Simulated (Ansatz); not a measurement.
# WCl4F2: a ladder of functionals and wavefunction methods

An exercise on one series of results from a longer session: the logs are not shown, and one member is left open.

Program: Ansatz 0.2.0, Gaussian basis. Level of theory: functionals in def2-TZVPP, the program's frozen cores in correlated methods. These are calculated values, not measurements.

Plan: LDA (SPW92), PBE-D4, revPBE-D4, BLYP-D4, r2SCAN-D4, B97M-V, PBE0-D4, B3LYP-D4, r2SCANh-D4, r2SCAN0-D4, HSE06-D4, BHLYP-D4, CAM-B3LYP-D4, LC-ωPBE, ωB97X-V, ωB97M-V, B2PLYP, PBE-QIDH; CCSD(T)/def2-SVP; MP2/def2-TZVPP; MP2/def2-QZVPP; RPA on PBE.

## The relaxed structure

An earlier PBE0-D4 in a triple-zeta def2 set relaxation fixed the geometry. W takes the def2 core potential; no spin-orbit term is included.

SMILES `[F][W]([F])([Cl])([Cl])([Cl])[Cl]`, 7 atoms, charge 0, spin multiplicity 1.

Atoms are counted from 1 here; the program's logs count them from 0.

Bond lengths: F1–W2 1.852 Å, W2–F3 1.852 Å, W2–Cl4 2.280 Å, W2–Cl5 2.269 Å, W2–Cl6 2.280 Å, W2–Cl7 2.269 Å. Angles: F1–W2–F3 87.5°, F1–W2–Cl4 88.4°, F1–W2–Cl5 89.9°, F1–W2–Cl6 88.4°, F1–W2–Cl7 177.4°, F3–W2–Cl4 88.4°, F3–W2–Cl5 177.4°, F3–W2–Cl6 88.4°, F3–W2–Cl7 89.9°, Cl4–W2–Cl5 91.5°, Cl4–W2–Cl6 175.5°, Cl4–W2–Cl7 91.5°, Cl5–W2–Cl6 91.5°, Cl5–W2–Cl7 92.7°, Cl6–W2–Cl7 91.5°.

The first run:

File in.yaml:

```yaml
crystal:
  periodic: [false, false, false]
  atoms:
    - {symbol: F, position_ang: [-1.305024, 0.101341, -1.348311]}
    - {symbol: W, position_ang: [-0.030926, -0.011625, -0.008691]}
    - {symbol: F, position_ang: [-1.426013, -0.252071, 1.185707]}
    - {symbol: Cl, position_ang: [0.004662, -2.269767, -0.321917]}
    - {symbol: Cl, position_ang: [1.608995, 0.289501, -1.547720]}
    - {symbol: Cl, position_ang: [-0.244194, 2.238031, 0.294871]}
    - {symbol: Cl, position_ang: [1.453900, -0.163509, 1.700361]}
basis:
  gaussian: {orbitals: def2-TZVPP}
hamiltonian: {xc: lda}
output: {orbitals: {seedname: orbitals}}
```

Run with:

```bash
$ ansatz run in.yaml --threads 4 --pin off --events-out ev --progress --plain --max-ram 11315MiB
```

Steps of the session up to this table: LDA; PBE-D4 (GGA); revPBE-D4 (GGA); BLYP-D4 (GGA); r2SCAN-D4 (meta-GGA); B97M-V (meta-GGA); PBE0-D4 (hybrid); B3LYP-D4 (hybrid); r2SCANh-D4 (hybrid); r2SCAN0-D4 (hybrid); HSE06-D4 (hybrid); BHLYP-D4 (hybrid); CAM-B3LYP-D4 (range-separated); LC-ωPBE (range-separated); ωB97X-V (range-separated); ωB97M-V (range-separated); B2PLYP (double hybrid); PBE-QIDH (double hybrid).

One table of the session follows, with a row left open; its other results are not shown here.

It belongs to the step «Frontier levels by functional». 

| functional | HOMO (eV) | LUMO (eV) | gap (eV) |
| --- | --- | --- | --- |
| LDA (SPW92) | ? | ? | ? |
| PBE-D4 | -8.13 | -5.49 | 2.64 |
| revPBE-D4 | -8.07 | -5.41 | 2.66 |
| BLYP-D4 | -7.96 | -5.37 | 2.59 |
| r2SCAN-D4 | -8.53 | -5.61 | 2.91 |
| B97M-V | -8.62 | -5.61 | 3.01 |
| PBE0-D4 | -9.53 | -5.04 | 4.49 |
| B3LYP-D4 | -9.25 | -5.19 | 4.06 |
| r2SCANh-D4 | -9.03 | -5.42 | 3.61 |
| r2SCAN0-D4 | -9.80 | -5.11 | 4.69 |
| HSE06-D4 | -9.13 | -5.41 | 3.73 |
| BHLYP-D4 | -10.78 | -4.39 | 6.39 |
| CAM-B3LYP-D4 | -10.85 | -4.11 | 6.74 |
| LC-ωPBE | -12.25 | -3.14 | 9.11 |
| ωB97X-V | -11.88 | -3.16 | 8.72 |
| ωB97M-V | -11.71 | -3.13 | 8.58 |

**Question.** Estimate the row for LDA (SPW92).

**Answer.** HOMO (eV): -8.29; LUMO (eV): -5.69; gap (eV): 2.60. In the column «HOMO (eV)» it lies between r2SCAN-D4 (-8.53) and PBE-D4 (-8.13).
